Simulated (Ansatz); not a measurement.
# C2H8OSi2: small, medium and large basis sets

One table from this session's results is given with a row withheld; the runs are named, their logs left out.

Computed with Ansatz 0.2.0, Gaussian basis. Level: one geometry, several basis sets.

The runs, in order: PBE0-D4/def2-SVP; ωB97M-V/def2-SVP; PBE0-D4/def2-QZVPP; ωB97M-V/def2-QZVPP; the functionals' def2-TZVPP values are taken from earlier runs.

## The relaxed structure

All runs share one geometry, relaxed beforehand with PBE0-D4 in a triple-zeta def2 set.

SMILES `OC1C[SiH2][SiH2]1`, 13 atoms, charge 0, spin multiplicity 1.

Atoms are counted from 1 here; the program's logs count them from 0.

Bond lengths: O1–C2 1.414 Å, O1–H6 0.960 Å, C2–C3 1.536 Å, C2–Si5 1.934 Å, C2–H7 1.103 Å, C3–Si4 1.905 Å, C3–H8 1.092 Å, C3–H9 1.096 Å, Si4–Si5 2.324 Å, Si4–H10 1.486 Å, Si4–H11 1.488 Å, Si5–H12 1.489 Å, Si5–H13 1.489 Å. Angles: C2–O1–H6 108.8°, O1–C2–C3 110.6°, O1–C2–Si5 122.0°, O1–C2–H7 110.4°, C3–C2–Si5 98.0°, C3–C2–H7 107.7°, Si5–C2–H7 106.7°, C2–C3–Si4 98.7°, C2–C3–H8 114.1°, C2–C3–H9 108.5°, Si4–C3–H8 119.7°, Si4–C3–H9 107.2°, H8–C3–H9 107.9°, C3–Si4–Si5 76.3°, C3–Si4–H10 116.3°, C3–Si4–H11 113.2°, Si5–Si4–H10 123.1°, Si5–Si4–H11 115.3° and more.

Set-up of the first run:

Contents of in.yaml:

```yaml
crystal:
  periodic: [false, false, false]
  atoms:
    - {symbol: O, position_ang: [-1.322512, 0.991580, -1.490570]}
    - {symbol: C, position_ang: [-0.769143, 0.478295, -0.295017]}
    - {symbol: C, position_ang: [-0.444259, -1.015159, -0.446593]}
    - {symbol: Si, position_ang: [0.822139, -1.181022, 0.966251]}
    - {symbol: Si, position_ang: [0.948497, 1.062524, 0.374071]}
    - {symbol: H, position_ang: [-1.498471, 1.928437, -1.373758]}
    - {symbol: H, position_ang: [-1.485703, 0.582326, 0.536953]}
    - {symbol: H, position_ang: [-1.323317, -1.662526, -0.464364]}
    - {symbol: H, position_ang: [0.099795, -1.159071, -1.387446]}
    - {symbol: H, position_ang: [1.932495, -2.142516, 0.744041]}
    - {symbol: H, position_ang: [0.193796, -1.455199, 2.286894]}
    - {symbol: H, position_ang: [1.897481, 1.316476, -0.745361]}
    - {symbol: H, position_ang: [0.969802, 2.221058, 1.309799]}
basis:
  gaussian: {orbitals: def2-SVP}
hamiltonian: {xc: pbe0, dispersion: d4}
output: {orbitals: {seedname: orbitals}}
```

Steps of the session up to this table: PBE0-D4 in def2-SVP; ωB97M-V in def2-SVP; PBE0-D4 in def2-QZVPP; ωB97M-V in def2-QZVPP.

One table of the session follows, with a row left open; its other results are not shown here.

It belongs to the step «Density functionals: the series». 

| functional | basis | HOMO (eV) | LUMO (eV) |
| --- | --- | --- | --- |
| PBE0-D4 | def2-SVP | -6.86 | 0.25 |
| PBE0-D4 | def2-TZVPP | -6.98 | -0.13 |
| PBE0-D4 | def2-QZVPP | ? | ? |
| ωB97M-V | def2-SVP | -9.03 | 2.06 |
| ωB97M-V | def2-TZVPP | -9.15 | 1.42 |
| ωB97M-V | def2-QZVPP | -9.18 | 1.01 |

**Question.** Estimate the row for PBE0-D4, def2-QZVPP.

As computed: HOMO (eV): -7.01; LUMO (eV): -0.29. In the column «HOMO (eV)» it lies between ωB97M-V, def2-SVP (-9.03) and PBE0-D4, def2-TZVPP (-6.98).
